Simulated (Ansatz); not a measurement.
# Pt2W under changes of volume

One of the cells (15.218 Å³/atom); the others are scaled copies at fixed shape and fractional positions:

```
CELL_PARAMETERS angstrom
-1.38637 1.98220 4.15326
1.38637 -1.98220 4.15326
1.38637 1.98220 -4.15326
ATOMIC_POSITIONS crystal
Pt 0.33678 0.33678 0.00000
Pt 0.66322 0.66322 0.00000
W 0.00000 0.00000 0.00000
```

The cell comes from a database or a generator and needn't be the stable form of this composition.

- Program: Ansatz 0.2.0
- Functional: r2SCAN
- Potentials or basis: Ansatz PAW
- Cutoff: 500 eV (not typed: the program's choice for these potentials)
- k mesh: 12 × 12 × 12
- Occupations: fermi-dirac, width 0.05 eV
- Spin: no spin polarisation

```tsv
volume (Å³/atom)	energy over the lowest point (meV/atom)	pressure (GPa)	largest force (eV/Å)
14.305	?	?	?
14.609	21.41	13.0	0.092
14.914	4.05	5.5	0.041
15.218	0.00	-1.1	0.007
15.522	7.76	-6.9	0.052
15.827	26.00	-12.1	0.094
16.131	53.53	-16.7	0.133
```

Problem. What does the run at 14.305 Å³/atom give?

Solution. Energy over the lowest point 53.74 meV/atom; pressure 21.3 GPa; largest force 0.148 eV/Å.

Worked out: A Birch-Murnaghan fit of order 3 (a polynomial in V^(-2/3)) to the other rows has its minimum at 15.16 Å³/atom with B0 = V·E''(V) = 316 GPa and B' = 4.9 at fixed shape and positions, which overstates the stiffness. It gives 53.65 meV/atom at 14.305 Å³/atom, against the run's 53.74, and -dE/dV = 21.2 GPa, against 21.3.

Energies are extrapolated to zero smearing.

Caveats: the PAW data sets come from PBE, with cores solved anew for the run's functional, which leaves a small shift of forces and pressure.
